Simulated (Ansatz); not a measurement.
**F₂GeH₄Si: search for a transition state**

Wanted: the transition state of a extrusion of a silylene or germylene (form Si1–H3 and break Si1–Ge2, Ge2–H3). The guess is relaxed with those distances held, a saddle search follows, and vibrations and two downhill relaxations check it.

The runs use Ansatz 0.2.0, Gaussian basis; PBE0-D4, def2-SVP first, then def2-TZVP.

114 further runs of the same task are left out: 114 set aside as unsound or not needed. Runs told in other sessions of the task aren't counted.

**1. The starting structure**

The guess: 8 atoms, charge 0, spin multiplicity 1.

Atoms are counted from 1 here; the program's logs count them from 0.

Bond lengths: Si1–Ge2 2.709 Å, Si1–H6 1.468 Å, Si1–H7 1.467 Å, Si1–H8 1.457 Å, Ge2–F4 1.853 Å, Ge2–F5 1.838 Å. Angles: Ge2–Si1–H6 84.2°, Ge2–Si1–H7 151.0°, Ge2–Si1–H8 82.9°, H6–Si1–H7 111.2°, H6–Si1–H8 112.4°, H7–Si1–H8 111.2°, Si1–Ge2–F4 124.0°, Si1–Ge2–F5 85.8°, F4–Ge2–F5 94.2°.

As a file:

```
Si   -0.80440   -0.90610   -0.02970
Ge    0.87130    1.06700    0.76780
H    -0.39290    0.76480   -0.74890
F     1.04180    2.69590   -0.09830
F     2.13310    0.22930   -0.27270
H    -1.51180   -0.60850    1.22160
H    -1.70730   -1.50000   -1.02170
H     0.37030   -1.74250    0.18200
```

Distances that are to change: Si1–H3 1.87 Å, Si1–Ge2 2.71 Å, Ge2–H3 2.00 Å.

**2. Constrained relaxation of the guess**

hold/in.yaml

```yaml
crystal:
  periodic: [false, false, false]
  atoms:
    - {symbol: Si, position_ang: [-0.804400, -0.906100, -0.029700]}
    - {symbol: Ge, position_ang: [0.871300, 1.067000, 0.767800]}
    - {symbol: H, position_ang: [-0.392900, 0.764800, -0.748900]}
    - {symbol: F, position_ang: [1.041800, 2.695900, -0.098300]}
    - {symbol: F, position_ang: [2.133100, 0.229300, -0.272700]}
    - {symbol: H, position_ang: [-1.511800, -0.608500, 1.221600]}
    - {symbol: H, position_ang: [-1.707300, -1.500000, -1.021700]}
    - {symbol: H, position_ang: [0.370300, -1.742500, 0.182000]}
basis:
  gaussian: {orbitals: def2-SVP}
hamiltonian: {xc: pbe0, dispersion: d4}
relax: {f_tol: 0.04, max_steps: 150, escape_saddle: false, constraints: [{distance: [0, 2]}, {distance: [0, 1]}, {distance: [1, 2]}]}
```

Started as:

```
$ ansatz run in.yaml --threads 4 --pin off --events-out ev --progress --plain --max-ram 9574MiB
```

Further steps of the session: Force constants to start from; Saddle search in the small basis; Saddle search in triple zeta; Checking the order of the point; Relaxing after a step of 0.30 Å one way along the mode; Relaxing after a step of 0.30 Å the other way along the mode.

**Question.** What will these runs give? Wanted: imaginary mode; barrier from the start side; barrier from the end side; energy of the step; pairs that change; zero-point energy at the saddle.

As calculated:

| quantity | value |
| --- | --- |
| imaginary mode | 430i cm⁻¹ |
| barrier from the start side | 197.1 kJ/mol |
| barrier from the end side | 155.3 kJ/mol |
| energy of the step | +41.8 kJ/mol |
| pairs that change | Si1–H3 formed, Si1–Ge2 broken, Ge2–H3 broken |
| zero-point energy at the saddle | 0.978 eV |

**Reading.** The point has a single imaginary mode (430i cm⁻¹), as a transition state must. Going downhill both ways gives the intended start and end. At PBE0-D4/def2-TZVP the electronic barrier is 197.1 kJ/mol, about 80 kT at 298 K, and the step runs 41.8 kJ/mol uphill. These are plain relaxations, not an intrinsic reaction coordinate. Lower complexes than these ends may exist.
